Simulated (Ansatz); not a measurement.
# H7OPSSi2: the cost of one run

Program: Ansatz 0.2.0 through its Python package. The levels of theory stand in the script. These are calculated values, not measurements.

## Step 1: The structure

Bond lengths: O1–Si2 1.654 Å, Si2–Si3 2.295 Å, Si3–S4 2.217 Å, S4–P5 2.047 Å, O1–H6 1.003 Å, Si2–H7 1.482 Å, Si2–H8 1.456 Å, Si3–H9 1.458 Å, Si3–H10 1.510 Å, P5–H11 1.416 Å, P5–H12 1.383 Å. Angles (14 of 17 angles, heavy atoms first): O1–Si2–Si3 110.2°, Si2–Si3–S4 111.7°, Si3–S4–P5 101.5°, O1–Si2–H7 109.6°, O1–Si2–H8 110.2°, Si3–Si2–H7 108.7°, Si3–Si2–H8 109.1°, Si2–O1–H6 115.4°, Si2–Si3–H9 113.7°, Si2–Si3–H10 112.5°, S4–Si3–H9 104.5°, S4–Si3–H10 105.1°, S4–P5–H11 99.6°, S4–P5–H12 100.4°.

The script holds or builds the structure itself.

## Step 2: The code

The input, methods_h7opssi2.py:

```python
# -*- coding: utf-8 -*-
from pathlib import Path

import ansatz as az
from ase import Atoms
import numpy as np

atoms = Atoms(["O", "Si", "Si", "S", "P", "H", "H", "H", "H", "H", "H", "H"], positions=[
    (-2.7057, -0.0235, 1.009),
    (-2.0523, 0.0103, -0.5101),
    (0.2121, -0.345, -0.4051),
    (1.2066, 1.0958, 0.9543),
    (3.155, 0.4779, 0.8499),
    (-2.5347, 0.7903, 1.5693),
    (-2.296, 1.3357, -1.1256),
    (-2.6592, -1.0201, -1.3404),
    (0.8931, -0.1726, -1.6822),
    (0.5582, -1.7077, 0.1457),
    (2.9765, -0.9065, 1.0904),
    (3.3234, 0.4103, -0.5213),
])
h7opssi2 = az.Crystal.molecule_from_ase(atoms)

model = h7opssi2.calculation()
model = model.basis(gaussian="def2-SVP")
model = model.scf(lower_state_search="light")

print("functional    E (Ha)        dipole (D)   HOMO (eV)  LUMO (eV)")
for name in ["pbe", "r2scan0", "pbe0", "lda"]:
    data = model.functional(name).forces().orbitals().run(threads=1, backend="cpu", runs_dir="runs").report
    lines = Path(data["orbitals_path"]).read_text().splitlines()
    field_of = lambda key: [line.split("=")[1].strip() for line in lines if line.startswith(key)]
    orbitals = [(27.211386 * float(e), s, float(n)) for e, s, n in zip(field_of("Ene="), field_of("Spin="), field_of("Occup="))]
    homo = max(e for e, _, n in orbitals if n > 0.5)
    lumo = min(e for e, _, n in orbitals if n < 0.5)
    dipole = 4.803205 * np.linalg.norm(data["charge_distribution"]["dipole_moment_e_ang"])
    print(f"{name:10s} {data['free_energy_ev'] / 27.211386246:14.6f} {dipole:9.3f} {homo:11.3f} {lumo:10.3f}")
```

## Step 3: The input behind the calls

The engine receives this input (first run):

```yaml
crystal:
  periodic: [false, false, false]
  atoms:
    - { symbol: O, position_ang: [-2.7057, -0.0235, 1.009] }
    - { symbol: Si, position_ang: [-2.0523, 0.0103, -0.5101] }
    - { symbol: Si, position_ang: [0.2121, -0.345, -0.4051] }
    - { symbol: S, position_ang: [1.2066, 1.0958, 0.9543] }
    - { symbol: P, position_ang: [3.155, 0.4779, 0.8499] }
    - { symbol: H, position_ang: [-2.5347, 0.7903, 1.5693] }
    - { symbol: H, position_ang: [-2.296, 1.3357, -1.1256] }
    - { symbol: H, position_ang: [-2.6592, -1.0201, -1.3404] }
    - { symbol: H, position_ang: [0.8931, -0.1726, -1.6822] }
    - { symbol: H, position_ang: [0.5582, -1.7077, 0.1457] }
    - { symbol: H, position_ang: [2.9765, -0.9065, 1.0904] }
    - { symbol: H, position_ang: [3.3234, 0.4103, -0.5213] }
basis:
  gaussian:
    orbitals: def2-SVP
hamiltonian:
  xc: pbe
scf:
  lower_state_search: light
output:
  orbitals: {}
  forces: true
```

## Step 4: The run

Command:

```bash
$ python methods_h7opssi2.py
```

**Question.** How long does this script take on 1 thread of Intel Xeon Platinum 8259CL at 2.50GHz (Skylake/Cascade Lake), shared host, and how much memory does it need?

About 30 s, with a peak of 0.38 GiB.
